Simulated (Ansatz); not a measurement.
# SiNH4O (SMILES N[SiH]O): UBHLYP/6-311+G(d,p)

What is the electronic atomisation energy of SiNH4O at UBHLYP/6-311+G**? 

The results are computed with Ansatz 0.2.0.

53 further runs of the same task are left out: 53 set aside as unsound or not needed.

## (1) The system as given

The species is SiNH4O (7 atoms), meant as a doublet with charge 0. As SMILES, `N[SiH]O`. The shape is that of a PBE0-D4/def2-TZVP optimisation. This is one conformer, not always the lowest.

Bond lengths: N1–Si2 1.723 Å, Si2–O3 1.649 Å, N1–H4 1.008 Å, N1–H5 1.009 Å, Si2–H6 1.500 Å, O3–H7 0.961 Å. Angles: N1–Si2–O3 109.4°, N1–Si2–H6 104.3°, O3–Si2–H6 112.7°, Si2–N1–H4 120.5°, Si2–N1–H5 118.7°, Si2–O3–H7 115.8°, H4–N1–H5 110.8°.

## (2) The energy at UBHLYP/6-311+G(d,p)

Contents of run.yaml:

```yaml
crystal:
  periodic: [false, false, false]
  atoms:
    - {symbol: "N", position_ang: [-0.694900, 0.548300, -0.575200]}
    - {symbol: Si, position_ang: [0.293100, 0.159000, 0.781300]}
    - {symbol: O, position_ang: [1.622900, -0.672400, 0.270300]}
    - {symbol: H, position_ang: [-0.355900, 1.168100, -1.294800]}
    - {symbol: H, position_ang: [-1.685800, 0.673200, -0.432900]}
    - {symbol: H, position_ang: [-0.599100, -0.661900, 1.664700]}
    - {symbol: H, position_ang: [1.480900, -1.282400, -0.459000]}
basis:
  gaussian:
    orbitals: 6-311+G_st__st_-spherical.json
magnetization:
  spin_polarized: true
  initial_magnetization: 1
hamiltonian:
  xc: {name: BHLYP}
accuracy: high
output:
  orbitals: {seedname: orbitals}
```

The basis set 6-311+G** is read from a file made from the Basis Set Exchange's data (not shown).

Run with:

```
$ ansatz run run.yaml --threads 1 --pin off --max-ram 3480MiB --events-out events.jsonl --progress --plain --runs-dir runs
```

What it wrote:

```text
Warning: RAYON_NUM_THREADS=1 ignored (pool sized by the plan → 1); use --threads N
Functional definition: BHLYP
  name "BHLYP"
  parameter a = 0.5
  exchange = (1 - a)*b88_x + a*exact_x
  correlation = lyp_c
1830 factors; integrals over basis functions are off by at most 4.2e-9 eV
mean field evaluation 1: about -11471.6610 eV, gradient 4.8e1 eV
mean field evaluation 2: about -11467.9227 eV, gradient 5.6e1 eV
mean field evaluation 4: about -11479.6700 eV, gradient 1.1e0 eV
mean field evaluation 8: about -11479.7225 eV, gradient 1.3e-1 eV
mean field evaluation 16: about -11479.7227 eV, gradient 2.2e-4 eV
mean field -11479.72271809 eV, -421.8720286542 hartree, gradient 2.1e-8 eV, S^2 0.752725; 0 other end points of the search recorded, 0 dependent functions left out
reference -11479.72274588 eV, -421.8720296755 hartree; 17, 16 occupied and 81, 82 virtual orbitals, 1830 factors
Total energy: -11479.72274588 eV, -421.8720296755 hartree
```

Run time: 6.3 s. Hardware: 1 thread of Intel Xeon 6975P-C (Granite Rapids), shared host; peak memory 0.4 GiB.

## (3) The H atom, same level

Contents of molecule.yaml:

```yaml
crystal:
  periodic: [false, false, false]
  atoms:
    - symbol: H
      position_ang: [0.000000, 0.000000, 0.000000]
basis:
  gaussian:
    orbitals: 6-311+G_st__st_.json
magnetization:
  spin_polarized: true
  initial_magnetization: 1
hamiltonian:
  xc: {name: BHLYP}
accuracy: high
```

The basis set 6-311+G** is read from a file made from the Basis Set Exchange's data (not shown).

Run the same way, it converges to -0.49855 Eh (log not shown).

## (4) The N atom at the same level

Contents of run.yaml:

```yaml
crystal:
  periodic: [false, false, false]
  atoms:
    - {symbol: N, position_ang: [0.000000, 0.000000, 0.000000]}
basis:
  gaussian: {orbitals: 6-311+G_st__st_.json}
hamiltonian: {xc: {name: BHLYP}}
magnetization: {spin_polarized: true, initial_magnetization: 3}
accuracy: high
```

The basis set 6-311+G** is read from a file made from the Basis Set Exchange's data (not shown).

Run the same way, it converges to -54.58737 Eh (log not shown).

## (5) The O atom

Changes to molecule.yaml since step 3:

```diff
@@ -3,3 +3,3 @@
   atoms:
-    - symbol: H
+    - symbol: O
       position_ang: [0.000000, 0.000000, 0.000000]
@@ -10,3 +10,3 @@
   spin_polarized: true
-  initial_magnetization: 1
+  initial_magnetization: 2
 hamiltonian:
```

The basis set 6-311+G** is read from a file made from the Basis Set Exchange's data (not shown).

Run with:

```
$ ansatz run molecule.yaml --threads 1 --pin off --max-ram 3480MiB --events-out events.jsonl --progress --plain --runs-dir runs
```

What it wrote:

```text
Warning: RAYON_NUM_THREADS=1 ignored (pool sized by the plan → 1); use --threads N
[... 5 set-up lines as earlier in the session ...]
174 factors; integrals over basis functions are off by at most 3.4e-9 eV
mean field evaluation 1: about -2042.6713 eV, gradient 5.1e0 eV
mean field evaluation 2: about -2042.7549 eV, gradient 1.2e0 eV
mean field evaluation 4: about -2042.7634 eV, gradient 1.1e-1 eV
mean field evaluation 8: about -2042.7640 eV, gradient 1.4e-3 eV
mean field evaluation 16: about -2042.7640 eV, gradient 7.4e-8 eV
mean field -2042.76403347 eV, -75.0701935950 hartree, gradient 7.4e-8 eV, S^2 2.004308; 0 other end points of the search recorded, 0 dependent functions left out
reference -2042.76405025 eV, -75.0701942114 hartree; 5, 3 occupied and 17, 19 virtual orbitals, 174 factors
Total energy: -2042.76405025 eV, -75.0701942114 hartree
```

Run time: 0.22 s. Hardware: 1 thread of Intel Xeon 6975P-C (Granite Rapids), shared host.

## (6) The Si atom

Contents of molecule.yaml:

```yaml
crystal:
  periodic: [false, false, false]
  atoms:
    - symbol: Si
      position_ang: [0.000000, 0.000000, 0.000000]
basis:
  gaussian: {orbitals: 6-311+G_st__st_-spherical.json}
magnetization: {spin_polarized: true, initial_magnetization: 2}
hamiltonian: {xc: {name: BHLYP}}
accuracy: high
```

The basis set 6-311+G** is read from a file made from the Basis Set Exchange's data (not shown).

Run the same way, it converges to -289.37814 Eh (log not shown).

## (7) What came out

Level: UBHLYP/6-311+G**.

```
                                    quantity          value
                      molecule: total energy  -421.87203 Eh
molecule: HOMO energy (highest over α and β)       -6.56 eV
 molecule: LUMO energy (lowest over α and β)       -1.12 eV
                              molecule: ⟨S²⟩          0.753
                        H atom: total energy    -0.49855 Eh
                                H atom: ⟨S²⟩          0.750
                        N atom: total energy   -54.58737 Eh
                                N atom: ⟨S²⟩          3.754
                        O atom: total energy   -75.07019 Eh
                                O atom: ⟨S²⟩          2.004
                       Si atom: total energy  -289.37814 Eh
                               Si atom: ⟨S²⟩          2.003
               electronic atomisation energy      22.916 eV
```

In words: Taking the molecule apart into free atoms costs 22.92 eV (2211 kJ/mol), before zero-point energy and without spin-orbit coupling.
